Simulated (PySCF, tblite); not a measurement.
**C₅H₉BClN: geometry, infrared bands and NMR shifts**

Aim: predict the infrared bands and NMR shifts of C₅H₉BClN (`C=C(Cl)[C@H]1BNCC1`).

Computed with tblite 0.8.0 and PySCF 2.14.0, with density-fitted response routines of our own, on a single molecule in the gas phase. Atoms count from 0, in the outputs and in this text.

## (1) The starting structure

17 atoms, charge 0, multiplicity 1; geometry from: force field or distance geometry start.

Bonds of the start (Å): C0–C1 1.35, C1–Cl2 1.76, C1–C3 1.51, C3–B4 1.58, B4–N5 1.52, N5–C6 1.47, C6–C7 1.54, C7–C3 1.51, C0–H8 1.08, C0–H9 1.09, C3–H10 1.11, B4–H11 1.18, N5–H12 1.06, C6–H13 1.11, C6–H14 1.11, C7–H15 1.11, C7–H16 1.11.

## (2) Relaxing the molecule with GFN2-xTB

Job settings and geometry (Å):

```
{"job": {"kind": "relax", "xc": "GFN2-xTB", "basis": "xTB"}, "charge": 0, "multiplicity": 1}
C      2.433900     1.194800     0.584700
C      1.119900     0.887500     0.578300
Cl     0.040400     1.825400     1.605500
C      0.602300    -0.255200    -0.263400
B     -0.078500    -1.357700     0.644600
N     -1.572500    -1.461300     0.392200
C     -1.858000    -0.328100    -0.498800
C     -0.550300     0.155300    -1.155100
H      3.141800     0.640500    -0.017800
H      2.789500     2.017000     1.197600
H      1.408000    -0.733600    -0.861000
H      0.496000    -2.045600     1.407900
H     -2.047100    -1.293800     1.322300
H     -2.305100     0.509000     0.078500
H     -2.593600    -0.638600    -1.267000
H     -0.586600     1.248600    -1.331000
H     -0.447200    -0.352200    -2.141600
```

Run with:

```console
OMP_NUM_THREADS=1 python probes_run.py task.json out
```

One launch serves the whole session: the jobs run in the order shown.

**Question.** This job is followed by: GFN2-xTB harmonic vibrations, gas phase; GIAO PBE0/pcSseg-1 NMR shielding, non-relativistic, gas phase. What will the session give for the following? strongest single infrared mode (GFN2-xTB); zero-point energy (GFN2-xTB); ¹³C shifts against TMS (PBE0/pcSseg-1); ¹H shifts against TMS (PBE0/pcSseg-1); ³⁵Cl shifts against HCl (PBE0/pcSseg-1); ¹¹B shifts against BF3·OEt2 (PBE0/pcSseg-1); ¹⁵N shifts against NH3 (PBE0/pcSseg-1).

**Answer**, as computed:

| quantity | value |
| --- | --- |
| strongest single infrared mode (GFN2-xTB) | 2687 cm⁻¹, 136 km/mol |
| zero-point energy (GFN2-xTB) | 84.7 kcal/mol |
| ¹³C shifts against TMS (PBE0/pcSseg-1) | 160.4, 113.8, 54.4, 47.9, 32.2 ppm |
| ¹H shifts against TMS (PBE0/pcSseg-1) | 5.30, 5.14, 4.81, 4.72, 4.00, 3.48, 2.67, 2.03, 1.95 ppm |
| ³⁵Cl shifts against HCl (PBE0/pcSseg-1) | 225 ppm |
| ¹¹B shifts against BF3·OEt2 (PBE0/pcSseg-1) | 38.3 ppm |
| ¹⁵N shifts against NH3 (PBE0/pcSseg-1) | 143.4 ppm |

In words: Over 49 steps the energy fell by 1.032 eV; of the close pairs, B4–N5 changed most, 1.519 to 1.370 Å. No mode is imaginary among the 45: a minimum at this level. The strongest single mode, at 2687 cm⁻¹, moves mainly H11. Unscaled tight-binding wavenumbers are off by several per cent, some by more. Its intensities can rank the bands wrongly. The most deshielded carbon is C1 (fully substituted alkene carbon), at 160.4 ppm: as expected for a trigonal carbon in a double bond. At PBE0/pcSseg-1: Shielding is most anisotropic at Cl2 (span 496 ppm, paramagnetic term -424 ppm).
